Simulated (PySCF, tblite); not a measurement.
# C5H11B2 radical: geometry, infrared bands and EPR parameters

Aim: predict the infrared bands and EPR parameters of C5H11B2 radical (`CBCB[C@@H]1[CH]C1`).

Programs: tblite 0.8.0 and PySCF 2.14.0, with density-fitted response routines of our own. Each step states its level of theory. These are calculated values for one molecule in the gas phase, unless marked as measured. Atoms are numbered from 0 throughout.

### 1 The starting structure

18 atoms, charge 0, multiplicity 2; geometry from: force field or distance geometry start.

Bonds of the start (Å): C0–B1 1.56, B1–C2 1.58, C2–B3 1.59, B3–C4 1.60, C4–C5 1.53, C5–C6 1.51, C6–C4 1.50, C0–H7 1.13, C0–H8 1.09, C0–H9 1.12, B1–H10 1.20, C2–H11 1.11, C2–H12 1.11, B3–H13 1.20, C4–H14 1.11, C5–H15 1.11, C6–H16 1.10, C6–H17 1.10.

### 2 Geometry optimisation with GFN2-xTB

What the job is given:

```
{"job": {"kind": "relax", "xc": "GFN2-xTB", "basis": "xTB"}, "charge": 0, "multiplicity": 2}
C     -2.483700     0.643000    -0.256800
B     -1.992900    -0.819000    -0.046700
C     -0.512100    -1.341400    -0.204400
B      0.394500    -0.397700    -1.108000
C      1.190500     0.841600    -0.493500
C      2.618900     1.001900    -1.008900
C      2.351600     0.604800     0.420800
H     -3.115700     0.952400     0.623500
H     -1.698300     1.384600    -0.412900
H     -3.209100     0.615100    -1.115000
H     -2.792100    -1.604800     0.375000
H     -0.009200    -1.525600     0.770100
H     -0.587800    -2.347100    -0.678400
H      0.956900    -0.953200    -2.006000
H      0.659700     1.812400    -0.433200
H      3.033500     0.157800    -1.600000
H      2.621500    -0.416700     0.743500
H      2.565000     1.398300     1.154300
```

Started as:

```sh
$ OMP_NUM_THREADS=1 python probes_run.py task.json out
```

One launch serves the whole session: the jobs run in the order shown.

**Question.** This job is followed by: GFN2-xTB harmonic vibrations, gas phase; UKS B3LYP, pcH-1 on B C H, non-relativistic, mean-field spin-orbit, GIAO. What will the session give for the following? strongest single infrared mode (GFN2-xTB); zero-point energy (GFN2-xTB); g(iso) (B3LYP); ⟨S²⟩; largest a(iso) (averaged by class); potential on the surface of density 0.002 e/bohr³, 1st and 99th percentile.

As calculated:

```
                                                                  quantity                  value
                                 strongest single infrared mode (GFN2-xTB)  1187 cm⁻¹, 296 km/mol
                                              zero-point energy (GFN2-xTB)          90.6 kcal/mol
                                                            g(iso) (B3LYP)                2.00267
                                                                      ⟨S²⟩     0.753 (exact 0.75)
                                        largest a(iso) (averaged by class)   13C on C5, 302.1 MHz
potential on the surface of density 0.002 e/bohr³, 1st and 99th percentile     -0.46 V and 1.09 V
```

In words: Relaxing lowered the energy by 1.013 eV in 167 steps; the close pair that moved most is C5–C6, from 1.508 to 1.448 Å. All 48 modes are real, so the xTB geometry is a minimum. The strongest single mode, at 1187 cm⁻¹, is spread over many atoms; the largest shares are those of B1, H10. Unscaled tight-binding wavenumbers are off by several per cent, some by more. Its intensities can rank the bands wrongly. Most of the unpaired spin sits on C5 (0.95 e). The isotropic g lies 0.3 ppt above the free-electron value. These values are for one conformer; the search (at its own cheap level) found 2 more, at 1.36, 1.37 kcal/mol, and measured spectra average over such forms.
